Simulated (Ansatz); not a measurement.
**interstitial H in Ge: a dynamics run in two tries**

Aim: a short trajectory for this system. The host cell (diamond) has 16 atoms; the extra atom is the last.

Program: Ansatz 0.2.0. Level of theory: DFT PBE, plane waves, PAW, scalar-relativistic, no spin polarisation. These are calculated values, not measurements.

### 1 The system as given

The cell holds 17 atoms (Ge16H): a = 8.004 Å, b = 8.004 Å, c = 8.004 Å, α = 60.00°, β = 60.00°, γ = 60.00°.

As a file:

```cif
data_structure
_symmetry_space_group_name_H-M 'P 1'
_symmetry_Int_Tables_number 1
_cell_length_a 8.0044
_cell_length_b 8.0044
_cell_length_c 8.0044
_cell_angle_alpha 60.000
_cell_angle_beta 60.000
_cell_angle_gamma 60.000
_cell_volume 362.64
loop_
_atom_site_label
_atom_site_type_symbol
_atom_site_fract_x
_atom_site_fract_y
_atom_site_fract_z
_atom_site_occupancy
Ge1 Ge 0.99090 0.01119 0.98393 1
Ge2 Ge 0.12735 0.11204 0.10871 1
Ge3 Ge 0.99847 0.01774 0.48266 1
Ge4 Ge 0.13338 0.13293 0.60838 1
Ge5 Ge 0.03183 0.49091 0.99045 1
Ge6 Ge 0.13424 0.64944 0.10333 1
Ge7 Ge 0.98766 0.50713 0.50340 1
Ge8 Ge 0.10979 0.64938 0.60916 1
Ge9 Ge 0.49865 0.96422 0.01898 1
Ge10 Ge 0.62001 0.10434 0.13059 1
Ge11 Ge 0.50689 0.00650 0.49658 1
Ge12 Ge 0.59842 0.12320 0.65587 1
Ge13 Ge 0.48031 0.50496 0.98902 1
Ge14 Ge 0.66425 0.50965 0.16049 1
Ge15 Ge 0.48477 0.51539 0.50654 1
Ge16 Ge 0.61212 0.65673 0.63237 1
H1 H 0.76126 0.28867 0.27894 1
```

### 2 First try

Contents of input.yaml:

```yaml
accuracy: low
crystal:
  lattice:
    - [0.0, 5.66, 5.66]
    - [5.66, 0.0, 5.66]
    - [5.66, 5.66, 0.0]
  atoms:
    - { symbol: Ge, position: [-0.00909969, 0.01118785, -0.01607448] }
    - { symbol: Ge, position: [0.1273523, 0.11203912, 0.10870636] }
    - { symbol: Ge, position: [-0.001535, 0.0177421, 0.48265634] }
    - { symbol: Ge, position: [0.1333823, 0.13292519, 0.60838463] }
    - { symbol: Ge, position: [0.03183376, 0.4909128, -0.00955403] }
    - { symbol: Ge, position: [0.13423813, 0.6494439, 0.10333418] }
    - { symbol: Ge, position: [-0.01234498, 0.50713291, 0.50340225] }
    - { symbol: Ge, position: [0.1097896, 0.6493816, 0.60915858] }
    - { symbol: Ge, position: [0.4986534, -0.03577969, 0.01898416] }
    - { symbol: Ge, position: [0.62000949, 0.10434432, 0.13059357] }
    - { symbol: Ge, position: [0.50688874, 0.00649863, 0.49658012] }
    - { symbol: Ge, position: [0.59841704, 0.12320455, 0.65586807] }
    - { symbol: Ge, position: [0.48031336, 0.504961, -0.01097709] }
    - { symbol: Ge, position: [0.66424617, 0.5096478, 0.1604929] }
    - { symbol: Ge, position: [0.48476918, 0.51539251, 0.50654035] }
    - { symbol: Ge, position: [0.61212268, 0.6567313, 0.63237302] }
    - { symbol: H, position: [0.76126143, 0.28866941, 0.27894449] }
basis:
  ecutwfc: 420.0
kpoints:
  mp_grid: { grid: [2, 2, 2] }
hamiltonian:
  xc: pbe
scf:
  occupations: { method: fermi_dirac, width: 0.15 }
  lower_state_search: "off"
  max_iter: 79
md:
  timestep: -0.5
  n_steps: 25
  ensemble: nvt_langevin
  temperature: 1680.0
  initial_velocities: maxwell_boltzmann
  seed: 406557
  friction: 0.05
```

Run with:

```
$ ansatz run input.yaml --threads 2 --pin off --max-ram 5120MiB --backend cpu --events-out ev --progress --plain --runs-dir out
```

**Question.** What will these runs give? Wanted: first try.

The runs gave:

| quantity | value |
| --- | --- |
| first try | refused |
| cause | the time step is negative |

In words: The fault in the first input was caught at the input check and cost nothing.
